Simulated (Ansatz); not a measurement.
# Cu: the cost of one run

Method: DFT LDA, scalar-relativistic, plane waves, PAW, in Ansatz 0.2.0.

40 further runs of the same task are left out: 40 set aside as unsound or not needed.

### 1 The structure to begin with

Symmetry: I4/mmm, No. 139, tetragonal system. Conventional cell: a = 2.855 Å, b = 2.855 Å, c = 2.682 Å, α = 90.00°, β = 90.00°, γ = 90.00°. Around Cu (site symmetry 4/mmm) lie 10 Cu at 2.42 to 2.68 Å.

As a file:

```cif
data_structure
_symmetry_space_group_name_H-M 'P 1'
_symmetry_Int_Tables_number 1
_cell_length_a 2.4235
_cell_length_b 2.4235
_cell_length_c 2.4235
_cell_angle_alpha 107.831
_cell_angle_beta 107.831
_cell_angle_gamma 112.804
_cell_volume 10.93
loop_
_atom_site_label
_atom_site_type_symbol
_atom_site_fract_x
_atom_site_fract_y
_atom_site_fract_z
_atom_site_occupancy
Cu1 Cu 0.00000 0.00000 0.00000 1
```

It goes back to an entry of the Materials Project, which need not be the stable form.

This cell was relaxed beforehand with the same method: volume 10.93 Å³/atom, gap on the mesh none (metal).

### 2 Plan of the line

The energy is mapped over volume and the cell's shape.

- volume per atom: 9 values from 10.055 to 11.804 Å³
- c/a of the conventional cell: 9 values from 0.833 to 1.060

Nothing else is relaxed (symmetry fixes all fractional coordinates). Energies count from the relaxed crystal. Points are written as (first, second).

### 3 Point (10.055 Å³, 1.028)

input.yaml reads:

```yaml
crystal:
  lattice:
    - [-1.3470155084, 1.3470155084, 1.3854054504]
    - [1.3470155084, -1.3470155084, 1.3854054504]
    - [1.3470155084, 1.3470155084, -1.3854054504]
  atoms:
    - { symbol: Cu, position: [0.0, 0.0, 0.0] }
basis:
  ecutwfc: 520.0
kpoints:
  mp_grid: { grid: [24, 24, 24] }
hamiltonian:
  xc: lda
  pseudopotentials: { kind: paw, azcp: { folder: soft_1 } }
scf:
  occupations: { method: gaussian, width: 0.15 }
output:
  forces: true
  stress: true
  eigenvalues: true
```

Command:

```
> ansatz run input.yaml --threads 1 --pin off --max-ram 2048MiB --backend cpu --events-out ev --progress --plain --runs-dir out
```

**Question.** How long does this run take on 1 thread of AMD EPYC 9R45 (Zen 5), shared host, and how much memory does it need?

About 3.6 s, with a peak of 0.53 GiB.
